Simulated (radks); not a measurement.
# In in [Kr] 4d10 5s1 5p1 6p1: an all-electron calculation

Wanted: eigenvalues, radial structure and energy terms of neutral indium.

The numbers are computed with radks (a radial shooting solver on a logarithmic mesh, Libxc functionals) version 1 (scalar-relativistic Kohn-Sham, exchange-only LDA, spin-polarised, spherical densities, point nucleus; open shells are filled with parallel spins first), except any that are marked as measured or tabulated.

### 1 The system

| Quantity | Value |
| --- | --- |
| element | indium (Z = 49) |
| charge | 0 |
| electrons | 49 |
| configuration | [Kr] 4d10 5s1 5p1 6p1 |

The outer shells:

In
```
[Kr] core
4d [↑↓][↑↓][↑↓][↑↓][↑↓]
5s [↑ ]
5p [↑ ][  ][  ]
6p [↑ ][  ][  ]
```

### 2 The calculation

Input:

```text
Z 49
configuration [Kr] 4d10 5s1 5p1 6p1
relativity scalar-relativistic
functional lda,
spin polarised
nucleus point
c 137.035999084
```

Q: Predict the outcome of this run.

**Answer**, as computed:

```
                        quantity                   value
                    total energy     -5871.48324 hartree
exchange-correlation share of it                  2.54 %
                            −T/E                  1.0426
          highest occupied level        6p up, -0.960 eV
    most extended occupied level  6p up, <r> = 9.82 bohr
 radius at density 0.001 e/bohr³               4.27 bohr
    maxima of the radial density                       5
```

6 principal shells are occupied and 5 maxima appear in the radial density; where shells overlap, one shows as a shoulder or not at all. Relativity lifts −T/E to 1.043. This is not the tabulated ground configuration, so its levels and sizes aren't those of the ground state, and no measured value stands beside it.
